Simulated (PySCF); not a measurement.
# NiBr: bond curves at several levels of theory

One table from this session's results is given with a row withheld; the runs are named, their logs left out.

Program: PySCF 2.14.0. Level of theory: Ni def2-TZVPP, Br def2-TZVPP, no relativity. These are calculated values, not measurements.

The first run:

A driver script around PySCF takes these settings:

```yaml
atoms: Ni, Br
charge: 0
basis: Ni def2-TZVPP, Br def2-TZVPP
Hamiltonian: no relativity
basis_functions: 112
electrons_treated: 63
masses_in_u: 57.9353, 78.9183
levels: PBE0, PBE, r²SCAN, B97-3, M06-2X, BLYP, M06, ωB97X, HF, MP2, SCS-MP2
grid: 80 radial by 434 angular points
occupations: held fixed by the projection of orbital angular momentum
dissociation_limit: Ni + Br, each in its ground configuration
starting_distance_in_angstrom: 2.170
values_of_2S_to_try: 1, 3, 5
```

Command:

```sh
> OMP_NUM_THREADS=2 python dia.py task.json out
```

Steps of the session up to this table: The job; PBE0 along the bond; Excited determinants; PBE (GGA); r²SCAN; B97-3; M06-2X (hybrid meta-GGA); BLYP; M06 (hybrid meta-GGA); ωB97X (range-separated hybrid); UHF.

One table of the session follows, with a row left open; its other results are not shown here.

Energy (eV) from each level's lowest point:

| R (Å) | UHF | UHF-MP2 | UHF-SCS-MP2 | PBE | BLYP |
| --- | --- | --- | --- | --- | --- |
| 1.904 | 1.407 | 0.803 | 0.920 | 0.911 | 1.034 |
| 1.993 | 0.743 | 0.312 | 0.391 | 0.389 | 0.471 |
| 2.081 | 0.336 | 0.068 | 0.112 | 0.113 | 0.160 |
| 2.148 | 0.152 | 0.000 | 0.020 | 0.021 | 0.043 |
| 2.214 | 0.046 | 0.002 | 0.000 | 0.000 | 0.000 |
| 2.280 | 0.000 | 0.056 | 0.033 | 0.032 | 0.011 |
| 2.369 | 0.009 | 0.184 | 0.137 | 0.132 | 0.087 |
| 2.480 | ? | ? | ? | ? | ? |
| 2.612 | 0.277 | 0.706 | 0.608 | 0.588 | 0.488 |
| 2.790 | 0.577 | 1.137 | 1.012 | 0.971 | 0.833 |

Estimate the missing values for R (Å) = 2.480.

Worked estimate for «UHF». A straight line through the neighbours (2.369, 0.009) and (2.612, 0.277) gives 0.009 + (0.277 − 0.009) × (2.480 − 2.369) / (2.612 − 2.369) = 0.131; a parabola fitted to 4 rows on both sides gives 0.109.

**Answer.** UHF: 0.098; UHF-MP2: 0.401; UHF-SCS-MP2: 0.329; PBE: 0.318; BLYP: 0.246. In «UHF» the line misses by +0.033 and the parabola by +0.011.

State 2 has its PBE0 minimum 0.04 eV higher. State 3 has its PBE0 minimum 1.32 eV higher. The other levels ran on the lowest alone.

To keep in mind: The state is the lowest single determinant that the PBE0 search found; with open d or f shells the true ground state can be another one.
